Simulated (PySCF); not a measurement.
# CH7GeNSi2: the cost of one run

The runs use PySCF 2.14.0, with density-fitted response routines of our own; the level of theory stands in each step. All values are computed, except where a source is named. Atoms are numbered from 0 throughout.

## 1. Starting geometry

12 atoms, charge 0, multiplicity 1; geometry from: GFN2-xTB. The atoms were then displaced at random by about 0.01 Å, so the start is not that level's minimum.

Bonds of the start (Å): N0–C1 1.13, C1–Si2 1.86, Si2–Si3 2.37, Si2–Ge4 2.34, Si2–H5 1.48, Si3–H6 1.47, Si3–H7 1.45, Si3–H8 1.44, Ge4–H9 1.51, Ge4–H10 1.48, Ge4–H11 1.50.

## 2. Relaxing the molecule at PBE0-D3(BJ)/def2-SVP

What the job is given:

```
{"job": {"xc": "PBE0", "basis": "def2-SVP", "d3": "d3bj", "grid": 1, "shake": 0.01, "kind": "geom"}, "charge": 0, "multiplicity": 1}
N      0.180900     3.151140    -0.683100
C      0.107430     2.141070    -0.190080
Si     0.031000     0.439160     0.568090
Si     2.016770    -0.718330    -0.006210
Ge    -1.968370    -0.502280    -0.198390
H     -0.094270     0.770040     2.004290
H      1.950580    -2.060390     0.595690
H      3.202460    -0.039990     0.475610
H      2.089190    -0.875650    -1.434590
H     -2.211250    -1.871550     0.380000
H     -2.044510    -0.709070    -1.661430
H     -3.220240     0.247570     0.141090
```

Run with:

```console
OMP_NUM_THREADS=1 python probes_run.py task.json out
```

The driver reads the jobs from task.json and runs them one after another.

Q: Estimate the wall time and peak memory of this first job on 1 thread of Arm Neoverse V2, shared host.

About 48 s, with a peak of 0.55 GiB.
